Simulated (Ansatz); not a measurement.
**CH5B2I: basis-set convergence**

One table from this session's results is given with a row withheld; the runs are named, their logs left out.

Method: one geometry, several basis sets; program: Ansatz 0.2.0, Gaussian basis.

Plan: PBE0-D4/def2-SVP; ωB97M-V/def2-SVP; PBE0-D4/def2-QZVPP; ωB97M-V/def2-QZVPP; the functionals' def2-TZVPP values are taken from earlier runs.

### The geometry

All runs share one geometry, relaxed beforehand with PBE0-D4 in a triple-zeta def2 set. I takes the def2 core potential; no spin-orbit term is included.

SMILES `BB(C)I`, 9 atoms, charge 0, spin multiplicity 1.

Atoms are counted from 1 here; the program's logs count them from 0.

Bond lengths: B1–B2 1.618 Å, B1–H5 1.198 Å, B1–H6 1.198 Å, B2–C3 1.539 Å, B2–I4 2.218 Å, C3–H7 1.092 Å, C3–H8 1.094 Å, C3–H9 1.097 Å. Angles: B2–B1–H5 120.7°, B2–B1–H6 120.8°, H5–B1–H6 118.5°, B1–B2–C3 153.1°, B1–B2–I4 86.2°, C3–B2–I4 120.7°, B2–C3–H7 112.7°, B2–C3–H8 111.3°, B2–C3–H9 108.9°, H7–C3–H8 109.3°, H7–C3–H9 108.4°, H8–C3–H9 105.9°.

Set-up of the first run:

in.yaml reads:

```yaml
crystal:
  periodic: [false, false, false]
  atoms:
    - {symbol: B, position_ang: [-0.479316, 1.414752, -0.709335]}
    - {symbol: B, position_ang: [0.003193, -0.012626, -0.118895]}
    - {symbol: C, position_ang: [0.313037, -0.987996, 1.030591]}
    - {symbol: I, position_ang: [0.325649, -0.612093, -2.230336]}
    - {symbol: H, position_ang: [-1.625438, 1.598014, -1.005207]}
    - {symbol: H, position_ang: [0.309482, 2.293943, -0.907863]}
    - {symbol: H, position_ang: [0.025163, -0.593109, 2.006682]}
    - {symbol: H, position_ang: [-0.173658, -1.955115, 0.873841]}
    - {symbol: H, position_ang: [1.390391, -1.192070, 1.043523]}
basis:
  gaussian: {orbitals: def2-SVP}
hamiltonian: {xc: pbe0, dispersion: d4}
output: {orbitals: {seedname: orbitals}}
```

Started as:

```
$ ansatz run in.yaml --threads 2 --pin off --events-out ev --progress --plain --max-ram 4352MiB
```

Steps of the session up to this table: PBE0-D4 in def2-SVP; ωB97M-V in def2-SVP; PBE0-D4 in def2-QZVPP; ωB97M-V in def2-QZVPP.

One table of the session follows, with a row left open; its other results are not shown here.

It belongs to the step «Density functionals: the series». 

```
functional       basis  HOMO (eV)  LUMO (eV)
   PBE0-D4    def2-SVP      -7.64      -1.50
   PBE0-D4  def2-TZVPP      -7.67      -1.55
   PBE0-D4  def2-QZVPP      -7.68      -1.57
   ωB97M-V    def2-SVP      -9.68       0.52
   ωB97M-V  def2-TZVPP          ?          ?
   ωB97M-V  def2-QZVPP      -9.75       0.39
```

Q: Estimate the row for ωB97M-V, def2-TZVPP from the others.

**Answer.** HOMO (eV): -9.75; LUMO (eV): 0.41.
